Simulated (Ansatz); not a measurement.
# SrMgCl4: the cost of one run

Method: DFT PBE, scalar-relativistic, plane waves, PAW, in Ansatz 0.2.0.

**1. The starting structure**

Symmetry: P4/mmm, No. 123, tetragonal system. Conventional cell: a = 4.664 Å, b = 4.664 Å, c = 6.596 Å, α = 90.00°, β = 90.00°, γ = 90.00°. Sr (site symmetry 4/mmm) is surrounded by 8 Cl at 2.86 Å. Mg (site symmetry 4/mmm) has 8 Cl at 2.86 Å as nearest neighbours. Around Cl (site symmetry 2mm) lie 2 Sr at 2.86 Å and 2 Mg at 2.86 Å.

As a file:

```cif
data_structure
_symmetry_space_group_name_H-M 'P4/mmm'
_symmetry_Int_Tables_number 123
_cell_length_a 4.6638
_cell_length_b 4.6638
_cell_length_c 6.5956
_cell_angle_alpha 90.000
_cell_angle_beta 90.000
_cell_angle_gamma 90.000
_cell_volume 143.46
loop_
_atom_site_label
_atom_site_type_symbol
_atom_site_symmetry_multiplicity
_atom_site_Wyckoff_symbol
_atom_site_fract_x
_atom_site_fract_y
_atom_site_fract_z
_atom_site_occupancy
Sr1 Sr 1 d 0.50000 0.50000 0.50000 1
Mg1 Mg 1 a 0.00000 0.00000 0.00000 1
Cl1 Cl 4 i 0.50000 0.00000 0.25000 1
```

A structure generator made this guess: ordered mixture on the cation sites of fluorite (P4/mmm, No. 123). Its size is a rough estimate.

**2. Probe: one point on a coarse mesh**

Input file input.yaml:

```yaml
crystal:
  lattice:
    - [4.66382847, 0.0, 0.0]
    - [0.0, 4.66382847, 0.0]
    - [0.0, 0.0, 6.59564948]
  atoms:
    - { symbol: Sr, position: [0.5, 0.5, 0.5] }
    - { symbol: Mg, position: [0.0, 0.0, 0.0] }
    - { symbol: Cl, position: [0.5, 0.0, 0.25] }
    - { symbol: Cl, position: [0.0, 0.5, 0.75] }
    - { symbol: Cl, position: [0.5, 0.0, 0.75] }
    - { symbol: Cl, position: [0.0, 0.5, 0.25] }
basis:
  ecutwfc: 420
kpoints:
  mp_grid: { grid: [4, 4, 4] }
hamiltonian:
  xc: pbe
scf:
  occupations: { method: gaussian, width: 0.1 }
  lower_state_search: "off"
output:
  forces: true
  stress: true
  eigenvalues: true
```

The run is started by

```
ansatz run input.yaml --threads 1 --pin off --max-ram 2048MiB --backend cpu --events-out ev --progress --plain --runs-dir out
```

What time and memory should one allow on 1 thread of Arm Neoverse V2, shared host?

About 3.4 s, with a peak of 0.37 GiB.
